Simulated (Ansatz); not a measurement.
CH₃BOSe, SMILES [SeH]C1BO1, an atomisation energy

Computed with the Ansatz DFT code, driven from Python.

Contents of `ch3bose.xyz`:
```text
7

Se   -1.50690    0.12400   -1.06270
C    -0.30380    0.04270    0.40240
B     0.97160   -0.76050    0.05520
O    -0.10640   -1.22720    0.85350
H    -0.92860    1.49460   -1.53230
H    -0.25750    0.81260    1.21720
H     2.19290   -0.55430    0.02100
```

`run_tae.py`
```python
"""Atomisation energy of CH3BOSe at the given geometry."""

from collections import Counter

import ansatz as az

BASIS = "def2-TZVP"
LEVEL = "mp2"


def single_point(molecule, charge=0, unpaired=0):
    calc = (
        molecule.calculation()
        .basis(gaussian=BASIS)
        .correlation(LEVEL)
    )
    if charge:
        calc = calc.charge(charge)
    if unpaired:
        calc = calc.spin("collinear", total=unpaired)
    return calc.run().report["free_energy_ev"]

system = az.Crystal.molecule_from_extxyz("ch3bose.xyz")

# unpaired electrons of the ground-state atoms
unpaired = {"Se": 2, "C": 2, "B": 1, "O": 2, "H": 1}
counts = Counter(site.symbol for site in system.cartesian_sites)
atom_energy = {s: single_point(az.Crystal.molecule().atom(s, (0, 0, 0)), 0, unpaired[s]) for s in counts}
whole = single_point(system, 0, 0)
for s, e in atom_energy.items():
    print(f"{s:2s} x{counts[s]}  {e:14.5f} eV")
print(f"CH3BOSe: {whole:.5f} eV")
split = sum(counts[s] * e for s, e in atom_energy.items()) - whole
print(f"atomisation energy (no zero-point term): {split:.3f} eV, {split / sum(counts.values()):.3f} eV an atom")
```

`python run_tae.py` gives:
```text
Se x1    -65308.43204 eV
C  x1     -1027.46354 eV
B  x1      -668.74255 eV
O  x1     -2039.69184 eV
H  x3       -13.60052 eV
CH3BOSe: -69109.98217 eV
atomisation energy (no zero-point term): 24.851 eV, 3.550 eV an atom
```

24.851 eV from the electronic energies, without the zero-point term.

Caveats:
- These settings explore the input space; basis and method may be short of convergence.
- The geometry is a force-field or estimated start, not a minimum of this method, and the basis set is short of its limit. All parts are taken at fixed geometry, without zero-point energy.
- The spin-orbit lowering of heavy atoms is left out.
- It ran for 2.5 s on 1 thread of AMD EPYC 9R45 (Zen 5) (shared host), peak memory 0.37 GiB.
